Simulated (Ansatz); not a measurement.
# TePb4Se3: the cost of one run

Program: Ansatz 0.2.0. Level of theory: DFT PBE, scalar-relativistic, plane waves, PAW. These are calculated values, not measurements.

## (1) The system as given

It takes space group Pm-3m (No. 221, cubic). Conventional cell: a = 6.318 Å, b = 6.318 Å, c = 6.318 Å, α = 90.00°, β = 90.00°, γ = 90.00°. Around Te (site symmetry m-3m) lie 6 Pb at 3.16 Å. Pb (site symmetry m-3m) is surrounded by 6 Se at 3.16 Å. Pb (site symmetry 4/mmm) is surrounded by 2 Te at 3.16 Å and 4 Se at 3.16 Å. Se (site symmetry 4/mmm) has 6 Pb at 3.16 Å in its first shell of neighbours.

Structure file:

```cif
data_structure
_symmetry_space_group_name_H-M 'P 1'
_symmetry_Int_Tables_number 1
_cell_length_a 6.3177
_cell_length_b 6.3177
_cell_length_c 6.3177
_cell_angle_alpha 90.000
_cell_angle_beta 90.000
_cell_angle_gamma 90.000
_cell_volume 252.16
loop_
_atom_site_label
_atom_site_type_symbol
_atom_site_fract_x
_atom_site_fract_y
_atom_site_fract_z
_atom_site_occupancy
Te1 Te 0.50000 0.50000 0.50000 1
Pb1 Pb 0.00000 0.00000 0.00000 1
Pb2 Pb 0.50000 0.00000 0.50000 1
Pb3 Pb 0.00000 0.50000 0.50000 1
Pb4 Pb 0.50000 0.50000 0.00000 1
Se1 Se 0.00000 0.50000 0.00000 1
Se2 Se 0.50000 0.00000 0.00000 1
Se3 Se 0.00000 0.00000 0.50000 1
```

The cell was relaxed beforehand at this level, from a generated guess; it is a trial structure. At a tolerance of 0.02 Å it has space group Pm-3m (No. 221); it has 31.52 Å³/atom, an uncorrected energy of -0.50 eV/atom over the elements and, on its mesh, gap 0.30 eV.

## (2) Seeking the band edges over the whole zone

Input file input.yaml:

```yaml
crystal:
  lattice:
    - [6.3176684, 0.0, 0.0]
    - [0.0, 6.3176684, 0.0]
    - [0.0, 0.0, 6.3176684]
  atoms:
    - { symbol: Te, position: [0.5, 0.5, 0.5] }
    - { symbol: Pb, position: [0.0, 0.0, 0.0] }
    - { symbol: Pb, position: [0.5, 0.0, 0.5] }
    - { symbol: Pb, position: [0.0, 0.5, 0.5] }
    - { symbol: Pb, position: [0.5, 0.5, 0.0] }
    - { symbol: Se, position: [0.0, 0.5, 0.0] }
    - { symbol: Se, position: [0.5, 0.0, 0.0] }
    - { symbol: Se, position: [0.0, 0.0, 0.5] }
basis:
  ecutwfc: 420
kpoints:
  mp_grid: { grid: [6, 6, 6] }
  band_path: { path: [VBM, CBM], npoints: 2 }
hamiltonian:
  xc: pbe
scf:
  occupations: { method: gaussian, width: 0.02 }
output:
  forces: false
  stress: false
  eigenvalues: true
checkpoint:
  read: start.run
  write: ck
  compress: false
  write_wavefunctions: false
  write_every: 100000
```

On the command line:

```console
$ ansatz run input.yaml --threads 4 --pin off --max-ram 8192MiB --backend cpu --events-out ev --progress --plain --runs-dir out
```

Q: Estimate wall time and peak memory on 4 threads of Intel Xeon Platinum 8259CL at 2.50GHz (Skylake/Cascade Lake), shared host.

About 19 s, with a peak of 0.89 GiB.
